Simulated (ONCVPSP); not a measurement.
# Pseudopotential generation for Te: ONCV, PBEsol

Task: generate the file, and judge it by its errors in other configurations, its logarithmic derivatives, its ghosts and its cutoff.

Method: ONCVPSP 4.0.1.1 (patched build), PBEsol, scalar-relativistic.

**1. Starting point**

Typed settings, in words:

- element: tellurium (Te, Z = 52)
- type: optimised norm-conserving Vanderbilt (ONCV)
- frozen core: [Kr]
- valence charge: 16
- reference configuration: 4d10 5s2 5p4
- partial waves: 5s: rc 1.90 bohr, ncon 5, nbas 8, qcut 2.9 1/bohr, 1 projector; 5p: rc 2.05 bohr, ncon 3, nbas 7, qcut 3.5 1/bohr, 2 projectors, debl 2.5 Ha; 4d: rc 1.50 bohr, ncon 4, nbas 9, qcut 12.6 1/bohr, 2 projectors, debl 1.6 Ha
- local potential: polynomial inside 1.40 bohr (lpopt 5, dvloc0 0 Ha)
- core correction: Teter function, fcfact 2.75, rcfact 1.2

An earlier all-electron run gives the scale for the radii.

All-electron outer shells of the reference configuration (PBEsol, scalar-relativistic, ld1.x):

```tsv
shell	level (eV)	outermost node (bohr)	outermost maximum (bohr)
4s	-164.15	0.38	0.70
4p	-114.23	0.38	0.74
4d	-41.59	0.36	0.81
5s	-15.15	0.91	1.80
5p	-5.97	1.00	2.17
```

**2. Generating the potential**

The input, Te.dat:

```
# ATOM AND REFERENCE CONFIGURATION
# atsym  z   nc   nv     iexc    psfile
  Te 52.00    8    3  -116133      upf
#
#   n    l    f
    1    0    2.00
    2    0    2.00
    2    1    6.00
    3    0    2.00
    3    1    6.00
    3    2   10.00
    4    0    2.00
    4    1    6.00
    4    2   10.00
    5    0    2.00
    5    1    4.00
#
# PSEUDOPOTENTIAL AND OPTIMIZATION
# lmax
    2
#
#   l,   rc,      ep,       ncon, nbas, qcut
    0    1.90    0.00    5    8    2.90
    1    2.05    0.00    3    7    3.50
    2    1.50    0.00    4    9   12.60
#
# LOCAL POTENTIAL
# lloc, lpopt,  rc(5),   dvloc0
    4    5    1.40    0.00
#
# VANDERBILT-KLEINMAN-BYLANDER PROJECTORs
# l, nproj, debl
    0    1    2.20
    1    2    2.50
    2    2    1.60
#
# MODEL CORE CHARGE
# icmod, fcfact, rcfact
    3    2.75    1.20
#
# LOG DERIVATIVE ANALYSIS
# epsh1, epsh2, depsh
   -3.00    5.00    0.02
#
# OUTPUT GRID
# rlmax, drl
    6.00    0.01
#
# TEST CONFIGURATIONS
# ncnf
    4
# nvcnf
#   n    l    f
    3
    4    2   10.00
    5    0    2.00
    5    1    3.00
#
    3
    4    2   10.00
    5    0    2.00
    5    1    2.00
#
    3
    4    2   10.00
    5    0    2.00
    5    1    1.00
#
    3
    4    2   10.00
    5    0    1.00
    5    1    4.00
#
```

The run is started by

```
$ oncvpsp.x < Te.dat > Te.out
```

What does the calculation give? Wanted: cutoffs for 1 and 0.1 mHa per electron, occupied waves; bound ghosts; GHOST(+) flags; largest test error; largest phase difference near zero energy, channels read; rms error of d²Exc/dn², without and with the model core.

The runs gave:

```
                                                quantity                      value
  cutoffs for 1 and 0.1 mHa per electron, occupied waves            48 Ha and 56 Ha
                                            bound ghosts             s at -87.05 eV
                                          GHOST(+) flags                 p at 93 eV
                            largest test error (AE − PS)  -16 meV, for 4d10 5s2 5p1
largest phase difference near zero energy, channels read                  0.003 rad
 rms error of d²Exc/dn², without and with the model core          5.14 and 3.10 mHa
```

**Reading.** It has a bound ghost (s), a state that the atom doesn't have, and that rules the file out. The worst unpolarised test, 4d10 5s2 5p1, is off by 16 meV on 54.7 eV; by total energies transferability rates as good. Atomic tests can pass in spite of a ghost, since they solve only for the levels asked. By its cutoff, 48 Ha for the looser tolerance, it is hard. At the looser tolerance the 4d wave is the slowest; 5s needs 28 Ha. Near zero energy the phases of the channels with partial waves agree within 0.003 rad. The program also flags highly localised states, GHOST(+) (p). These are tests on the free atom; a crystal test is still owed.
